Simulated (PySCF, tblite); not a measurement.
# C₃H₄B₂F₄: geometry, infrared bands and NMR shifts

Aim: predict the infrared bands and NMR shifts of C₃H₄B₂F₄ (`C=C(CB(F)F)B(F)F`).

Computed with tblite 0.8.0 and PySCF 2.14.0, with density-fitted response routines of our own, on a single molecule in the gas phase. Atoms count from 0, in the outputs and in this text.

## (1) Starting geometry

13 atoms, charge 0, multiplicity 1; geometry from: force field or distance geometry start.

Bonds of the start (Å): C0–C1 1.33, C1–C2 1.50, C2–B3 1.59, B3–F4 1.47, B3–F5 1.45, C1–B6 1.57, B6–F7 1.44, B6–F8 1.46, C0–H9 1.08, C0–H10 1.10, C2–H11 1.11, C2–H12 1.09.

## (2) Geometry optimisation with GFN2-xTB

Job settings and geometry (Å):

```
{"job": {"kind": "relax", "xc": "GFN2-xTB", "basis": "xTB"}, "charge": 0, "multiplicity": 1}
C     -1.151000    -1.354200    -0.483300
C     -0.572200    -0.175700    -0.256200
C      0.845400     0.113700    -0.640800
B      1.742900     0.486200     0.611600
F      2.221000    -0.636100     1.437300
F      2.666500     1.576600     0.395500
B     -1.399200     0.932400     0.482100
F     -2.834400     0.845100     0.518500
F     -0.737700     1.712100     1.527300
H     -0.666800    -2.179300    -0.978700
H     -2.191200    -1.475200    -0.155600
H      0.799700     0.932900    -1.384200
H      1.272600    -0.778100    -1.091200
```

Started as:

```console
> OMP_NUM_THREADS=1 python probes_run.py task.json out
```

One launch serves the whole session: the jobs run in the order shown.

**Question.** This job is followed by: GFN2-xTB harmonic vibrations, gas phase; GIAO PBE0/pcSseg-1 NMR shielding, non-relativistic, gas phase. Predict these results of the whole session: strongest single infrared mode (GFN2-xTB); zero-point energy (GFN2-xTB); 13C shifts against TMS (PBE0/pcSseg-1); 1H shifts against TMS (PBE0/pcSseg-1, means over atoms taken as alike); 11B shifts against BF3·OEt2 (PBE0/pcSseg-1); 19F shifts against CFCl3 (PBE0/pcSseg-1, means over atoms taken as alike).

As calculated:

| quantity | value |
| --- | --- |
| strongest single infrared mode (GFN2-xTB) | 1275 cm⁻¹, 520 km/mol |
| zero-point energy (GFN2-xTB) | 48.3 kcal/mol |
| 13C shifts against TMS (PBE0/pcSseg-1) | 148.4, 141.9, 25.6 ppm |
| 1H shifts against TMS (PBE0/pcSseg-1, means over atoms taken as alike) | 6.58, 6.48, 2.16 ppm |
| 11B shifts against BF3·OEt2 (PBE0/pcSseg-1) | 27.8, 22.6 ppm |
| 19F shifts against CFCl3 (PBE0/pcSseg-1, means over atoms taken as alike) | -65.8, -89.0 ppm |

The optimisation took 95 steps and gained 1.714 eV; among the close pairs (by a distance rule), B3–F4 changed most, from 1.473 to 1.315 Å. No mode is imaginary among the 33: a minimum at this level. The strongest single mode, at 1275 cm⁻¹, moves mainly B6. GFN2-xTB is a fitted tight-binding method: band positions and strengths are rough. Its intensities can rank the bands wrongly. The most deshielded carbon is C0 (terminal =CH2 carbon), at 148.4 ppm: the olefinic region. At PBE0/pcSseg-1: The largest span, 312 ppm, is at F4, F5, where the paramagnetic term is -231 ppm.
